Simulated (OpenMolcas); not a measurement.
# Ni²⁺ among point charges: CASSCF and CASPT2 levels and susceptibility

Aim: the splitting of the states of Ni²⁺ in the field of 5 point charges, its lowest levels with spin-orbit coupling and its magnetic susceptibility.

Method: state-averaged CASSCF and CASPT2, spin-orbit coupling by RASSI with atomic mean-field integrals. Code: OpenMolcas 26.06.

## (1) The system

| Quantity | Value |
| --- | --- |
| Species | Ni²⁺ (nickel, Z = 28, 26 electrons) |
| Basis | ANO-RCC-VTZP [6s5p3d2f1g], 59 functions |
| Scalar Hamiltonian | DKH2, point nucleus |
| Inactive shells | 1s 2s 2p 3s 3p |
| Active space | 8 electrons in 5 orbitals (3d) |
| Some configurations of this space | 3d⁸ |
| Orbitals | optimised for each spin and parity, averaged over all roots |

Outer shells as boxes (Hund's rule):

3d8
```
3d [↑↓][↑↓][↑↓][↑ ][↑ ]
```

The ion sits among 5 point charges of -1.5 e arranged as a square pyramid (C4v), 2.04 Å from the ion, with the axial distance 2.366 Å.

The work runs as a chain of OpenMolcas steps in one folder; each step below is one input file. Labels, J, g values, rates, χT and fits are worked out afterwards by a script from the matrices that RASSI stores.

## (2) GATEWAY and SEWARD: basis and integrals

Input file a.inp:

```
&GATEWAY
Coord
1

Ni 0.0 0.0 0.0
Basis=ANO-RCC-VTZP
Group=NoSym
NoMove
AngMom=0.0 0.0 0.0
AMFI
XField
5 Angstrom 0
2.040000 0.000000 0.000000 -1.500000
0.000000 2.040000 0.000000 -1.500000
-2.040000 0.000000 0.000000 -1.500000
0.000000 -2.040000 0.000000 -1.500000
0.000000 0.000000 2.366400 -1.500000
&SEWARD
```

The run is started by

```sh
> OMP_NUM_THREADS=1 MOLCAS_MEM=1689 MOLCAS_PROJECT=a pymolcas a.inp > a.log
```

Standard output:

```text
Basis set label: NI.ANO-RCC...6S5P3D2F1G.

      Electronic valence basis set:
      ------------------
      Associated Effective Charge  28.000000 au
      Associated Actual Charge     28.000000 au
      Nuclear Model: Point charge

      Shell  nPrim  nBasis  Cartesian Spherical Contaminant
         s      21       6        X
         p      15       5        X
         d      10       3                 X
         f       6       2                 X
         g       4       1                 X
                  Relativistic Douglas-Kroll-Hess integrals:
                    - DKH order of Hamiltonian: 2
                    - DKH order of Properties : 0
                  Atomic mean-field integrals
```

## (3) Reference wave functions, triplets, 10 roots

Input file a.inp:

```
&RASSCF
FileOrb=start.orb
Symmetry=1
Spin=3
nActEl=8 0 0
Inactive=9
Ras2=5
CIRoot=10 10 1
SDav=10
CIMx=300
Iter=120 100
PrWF=0.3
OrbListing=Nothing
MaxOrb=0
>>> COPY $Project.JobIph JOB001
```

start.orb holds the contracted functions of the basis, ordered by shell, or the orbitals of the step before.

Standard output, cut to the lines that bear on the results:

```text
[...]
      Number of active orbitals                  5
[...]
      Spin quantum number                      1.0
[...]
      Active orbitals                            5
[...]
      Number of CSFs                            10
      Number of root(s) required                10
[...]
      Convergence after 11 iterations
[...]
      Natural orbitals and occupation numbers for root  1
      sym 1:   2.000000   1.220845   1.779155   1.779155   1.220845
      Natural orbitals and occupation numbers for root  2
      sym 1:   2.000000   1.220845   1.779155   1.779155   1.220845
      Natural orbitals and occupation numbers for root  3
      sym 1:   2.000000   2.000000   2.000000   1.000000   1.000000
::    RASSCF root number  1 Total energy:  -1522.02108671
::    RASSCF root number  2 Total energy:  -1522.02108671
::    RASSCF root number  3 Total energy:  -1522.01903189
[...]
::    RASSCF root number  7 Total energy:  -1522.00756328
::    RASSCF root number  8 Total energy:  -1521.93714870
::    RASSCF root number  9 Total energy:  -1521.91012984
::    RASSCF root number 10 Total energy:  -1521.91012984
```

## (4) Reference wave functions, singlets, 15 roots

Input file a.inp:

```
&RASSCF
FileOrb=start.orb
Symmetry=1
Spin=1
nActEl=8 0 0
Inactive=9
Ras2=5
CIRoot=15 15 1
SDav=15
CIMx=300
Iter=120 100
PrWF=0.3
OrbListing=Nothing
MaxOrb=0
>>> COPY $Project.JobIph JOB002
```

Standard output, cut to the lines that bear on the results:

```text
[...]
      Number of active orbitals                  5
[...]
      Spin quantum number                      0.0
[...]
      Active orbitals                            5
[...]
      Number of CSFs                            15
      Number of root(s) required                15
[...]
      Convergence after  8 iterations
[...]
      Natural orbitals and occupation numbers for root  1
      sym 1:   1.720487   1.854210   1.854210   1.729953   0.841140
      Natural orbitals and occupation numbers for root  2
      sym 1:   2.000000   1.622123   1.377877   1.622123   1.377877
      Natural orbitals and occupation numbers for root  3
      sym 1:   1.622123   1.377877   2.000000   1.377877   1.622123
::    RASSCF root number  1 Total energy:  -1521.95053601
::    RASSCF root number  2 Total energy:  -1521.94248231
::    RASSCF root number  3 Total energy:  -1521.94248231
[...]
::    RASSCF root number 12 Total energy:  -1521.87796127
::    RASSCF root number 13 Total energy:  -1521.87796127
::    RASSCF root number 14 Total energy:  -1521.87543367
::    RASSCF root number 15 Total energy:  -1521.72412625
```

## (5) State interaction with spin-orbit coupling

Input file a.inp:

```
&RASSI
NrOfJobIphs=2 10 15
1 2 3 4 5 6 7 8 9 10
1 2 3 4 5 6 7 8 9 10 11 12 13 14 15
IphNames
JOB001
JOB002
EJob
SpinOrbit
DIPRint=1.0
SOCoupling=1000.0
Subsets=2
Property=9
'ANGMOM' 1 'ANGMOM' 2 'ANGMOM' 3 'MLTPL  1' 1 'MLTPL  1' 2 'MLTPL  1' 3
'AMFI' 1 'AMFI' 2 'AMFI' 3
SOProperty=3
'ANGMOM' 1 'ANGMOM' 2 'ANGMOM' 3
```

Standard output, cut to the lines that bear on the results:

```text
SPIN-FREE ENERGIES:
  (Shifted by EMIN (a.u.) =      -1522.0210867113)
 SF State       Relative EMIN(au)   Rel lowest level(eV)    D:o, cm**(-1)      L_eff
     1             0.0000000000        0.0000000000              0.0000         3.0
     2             0.0000000000        0.0000000000              0.0000         3.0
     3             0.0020548242        0.0559146144            450.9818         3.0
     4             0.0111897803        0.3044894330           2455.8729         2.9
     5             0.0125793629        0.3423019014           2760.8510         3.0
     6             0.0135234314        0.3679913139           2968.0501         3.0
     7             0.0135234314        0.3679913139           2968.0501         3.0
    11             0.0705507052        1.9197824878          15484.0900         2.2
    12             0.0786043986        2.1389346501          17251.6714         2.1
    13             0.0786043986        2.1389346501          17251.6714         2.1
[...]
Eigenvalues of complex Hamiltonian:
   -----------------------------------
  (Shifted by EMIN (a.u.) =      -1522.0210867113)
 SO State       Relative EMIN(au)   Rel lowest level(eV)    D:o, cm**(-1)     J-value
     1            -0.0042518699        0.0000000000              0.0000         1.8
     2            -0.0041334068        0.0032235456             25.9996         1.7
     3            -0.0023011608        0.0530814995            428.1312         2.9
     4            -0.0023011608        0.0530814995            428.1312         2.9
     5            -0.0014297569        0.0767936092            619.3822         3.3
     6             0.0032080168        0.2029938606           1637.2559         1.7
     7             0.0032080168        0.2029938606           1637.2559         1.7
     8             0.0032450156        0.2040006492           1645.3762         2.0
     9             0.0063935650        0.2896770408           2336.4029         1.1
    10             0.0076411580        0.3236257769           2610.2179         3.8
    11             0.0080719624        0.3353485607           2704.7686         3.6
[...]
```

These steps took 7.2 s in all on 1 thread of Intel Xeon 6975P-C (Granite Rapids), shared host.

States without spin-orbit coupling:

```csv
state,degeneracy,E (cm-1),free-ion L (%)
triplet,2,0,F (99)
triplet,1,451,F (100)
triplet,1,2456,F (93)
triplet,1,2761,F (100)
triplet,2,2968,F (98)
singlet,1,15484,D (90)
singlet,2,17252,D (96)
singlet,1,18324,D (94)
triplet,1,18422,P (93)
singlet,1,19890,D (97)
singlet,1,21072,G (100)
singlet,1,21527,G (93)
triplet,2,24352,P (98)
singlet,2,26132,G (99)
singlet,1,29441,G (94)
singlet,1,29926,G (97)
singlet,2,31412,G (98)
singlet,1,31967,G (98)
singlet,1,65175,S (99)
```

With spin-orbit coupling:

| E (cm-1) | Degeneracy | 2S+1 | g |
| --- | --- | --- | --- |
| 0.0 | 1 | 3 |  |
| 26.0 | 1 | 3 |  |
| 428.1 | 2 | 3 | 0.00 0.00 5.13 |
| 619.4 | 1 | 3 |  |
| 1637 | 2 | 3 | 0.00 0.00 5.51 |
| 1645 | 1 | 3 |  |
| 2336 | 1 | 3 |  |
| 2610 | 1 | 3 |  |
| 2705 | 2 | 3 | 0.00 0.00 1.47 |
| 2822 | 1 | 3 |  |
| 3677 | 2 | 3 | 0.00 0.00 0.36 |
| 3858 | 1 | 3 |  |
| 4124 | 1 | 3 |  |
| 4643 | 1 | 3 |  |
| 4745 | 2 | 3 | 0.00 0.00 0.81 |
| 4802 | 1 | 3 |  |
| 16359 | 1 | 1 |  |
| 17832 | 2 | 1 | 0.00 0.00 2.34 |
| 19178 | 1 | 1 |  |
| 19440 | 1 | 3 |  |
| 19724 | 2 | 3 | 0.00 0.00 3.56 |
| 20656 | 1 | 1 |  |
| 22026 | 1 | 1 |  |
| 22488 | 1 | 1 |  |

Principal g values are given for doublets only; a zero marks a field direction without first-order Zeeman splitting.

Powder χT (cm³ K/mol): 0.30 at 2 K, 0.76 at 5 K, 1.45 at 10 K, 2.24 at 20 K, 2.81 at 50 K, 3.05 at 100 K, 3.20 at 150 K, 3.29 at 200 K, 3.35 at 250 K, 3.39 at 300 K.

## (6) CASPT2: IPEA 0.25, imaginary shift 0.1 (closed shells correlated: 3s 3p)

Input file a.inp:

```
>>> COPY JOB001 $Project.JobIph
&CASPT2
Multistate=10 1 2 3 4 5 6 7 8 9 10
NoMult
Frozen=5
IPEA=0.25
Imaginary=0.1
MaxIter=60
WThr=0.0 0.3 0.05
PrWF=0.5
NoMix
>>> COPY JOB002 $Project.JobIph
&CASPT2
Multistate=15 1 2 3 4 5 6 7 8 9 10 11 12 13 14 15
NoMult
Frozen=5
IPEA=0.25
Imaginary=0.1
MaxIter=60
WThr=0.0 0.3 0.05
PrWF=0.5
NoMix
```

The run is started by

```sh
> OMP_NUM_THREADS=1 MOLCAS_MEM=1689 MOLCAS_PROJECT=a pymolcas a.inp > a.log
```

Standard output, cut to the lines that bear on the results:

```text
[...]
      Active orbitals                            5
[...]
      E2 (Variational):          -0.6387059858
      Total energy:           -1522.6597926971
[...]
::    CASPT2 Root  1     Total energy:  -1522.65979270
::    CASPT2 Root  2     Total energy:  -1522.65979269
[...]
::    CASPT2 Root 12     Total energy:  -1522.52453511
::    CASPT2 Root 13     Total energy:  -1522.52453510
::    CASPT2 Root 14     Total energy:  -1522.52130760
::    CASPT2 Root 15     Total energy:  -1522.41049676
```

Time for this run: 8.4 s (1 thread of Intel Xeon 6975P-C (Granite Rapids), shared host).

SS-CASPT2: lowest energy less the reference's lowest, -0.6387 hartree; reference weights 0.923 to 0.933.

States without spin-orbit coupling:

```csv
state,degeneracy,E (cm-1),free-ion L (%)
triplet,2,0,F (99)
triplet,1,1705,F (100)
triplet,1,2137,F (93)
triplet,2,3073,F (98)
triplet,1,4432,F (100)
singlet,1,11940,D (90)
singlet,2,13653,D (96)
triplet,1,14769,P (93)
singlet,1,15740,D (94)
singlet,1,17461,D (97)
singlet,1,18179,G (100)
singlet,1,19184,G (93)
triplet,2,21698,P (98)
singlet,2,22620,G (99)
singlet,1,26714,G (94)
singlet,1,27068,G (97)
singlet,2,29686,G (98)
singlet,1,30394,G (98)
singlet,1,54714,S (99)
```

With spin-orbit coupling:

```json
{"E (cm-1)": "0", "Degeneracy": "1", "2S+1": "3", "g": ""}
{"E (cm-1)": "29", "Degeneracy": "1", "2S+1": "3", "g": ""}
{"E (cm-1)": "690", "Degeneracy": "2", "2S+1": "3", "g": "0.00 0.00 4.72"}
{"E (cm-1)": "1150", "Degeneracy": "1", "2S+1": "3", "g": ""}
{"E (cm-1)": "1650", "Degeneracy": "1", "2S+1": "3", "g": ""}
{"E (cm-1)": "2420", "Degeneracy": "1", "2S+1": "3", "g": ""}
{"E (cm-1)": "2620", "Degeneracy": "2", "2S+1": "3", "g": "0.00 0.00 2.58"}
{"E (cm-1)": "2660", "Degeneracy": "2", "2S+1": "3", "g": "0.00 0.00 0.37"}
{"E (cm-1)": "3010", "Degeneracy": "1", "2S+1": "3", "g": ""}
{"E (cm-1)": "3460", "Degeneracy": "1", "2S+1": "3", "g": ""}
{"E (cm-1)": "4020", "Degeneracy": "1", "2S+1": "3", "g": ""}
{"E (cm-1)": "4170", "Degeneracy": "2", "2S+1": "3", "g": "0.00 0.00 1.34"}
{"E (cm-1)": "4230", "Degeneracy": "1", "2S+1": "3", "g": ""}
{"E (cm-1)": "4750", "Degeneracy": "1", "2S+1": "3", "g": ""}
{"E (cm-1)": "5740", "Degeneracy": "2", "2S+1": "3", "g": "0.00 0.00 1.65"}
{"E (cm-1)": "5770", "Degeneracy": "1", "2S+1": "3", "g": ""}
{"E (cm-1)": "12860", "Degeneracy": "1", "2S+1": "1", "g": ""}
{"E (cm-1)": "14260", "Degeneracy": "2", "2S+1": "1", "g": "0.00 0.00 2.36"}
{"E (cm-1)": "15800", "Degeneracy": "1", "2S+1": "3", "g": ""}
{"E (cm-1)": "16100", "Degeneracy": "2", "2S+1": "3", "g": "0.00 0.00 3.53"}
{"E (cm-1)": "16610", "Degeneracy": "1", "2S+1": "1", "g": ""}
{"E (cm-1)": "18230", "Degeneracy": "1", "2S+1": "1", "g": ""}
{"E (cm-1)": "19140", "Degeneracy": "1", "2S+1": "1", "g": ""}
{"E (cm-1)": "20150", "Degeneracy": "1", "2S+1": "1", "g": ""}
```

Powder χT (cm³ K/mol): 0.27 at 2 K, 0.67 at 5 K, 1.29 at 10 K, 2.09 at 20 K, 2.70 at 50 K, 2.90 at 100 K, 3.01 at 150 K, 3.09 at 200 K, 3.16 at 250 K, 3.20 at 300 K.

## (7) The methods side by side

A. CASSCF
B. SS-CASPT2, IPEA 0.25, imaginary shift 0.1 (closed shells correlated: 3s 3p)

```csv
method,ground state,first state of that spin (cm-1),first gap with spin-orbit (cm-1),χT at 300 K
A,triplet,triplet 451,26.0,3.39
B,triplet,triplet 1705,29.3,3.20
```

## (8) Results

| quantity | value |
| --- | --- |
| method | SS-CASPT2, IPEA 0.25, imaginary shift 0.1 (closed shells correlated: 3s 3p) |
| spin-free ground state | triplet, 2-fold in its orbital part |
| first state of the same spin within the active space | triplet at 1700 cm⁻¹ |
| lowest level | 1-fold |
| next level | 29.3 cm⁻¹ |
| χT at 300 K | 3.20 cm³ K/mol |
| effective moment at 300 K | 5.06 μB |

Cost by method:

```csv
method,time of its own steps,time with the reference
A. CASSCF,7.2 s,7.2 s
"B. SS-CASPT2, IPEA 0.25, imaginary shift 0.1, +3s 3p",8.4 s,16 s
```

Times are of one thread on a shared host.

In words: The spin-free ground state (triplet) comes to 99 % from free-ion F terms and keeps the highest spin of the shell. χT at 300 K is 3.20, against 1.00 cm³ K/mol for the spin alone, so orbital moment adds to it. The field of point charges can differ much from that of real complexes. Point charges carry no covalency, so the field is a model and not that of real ligands.
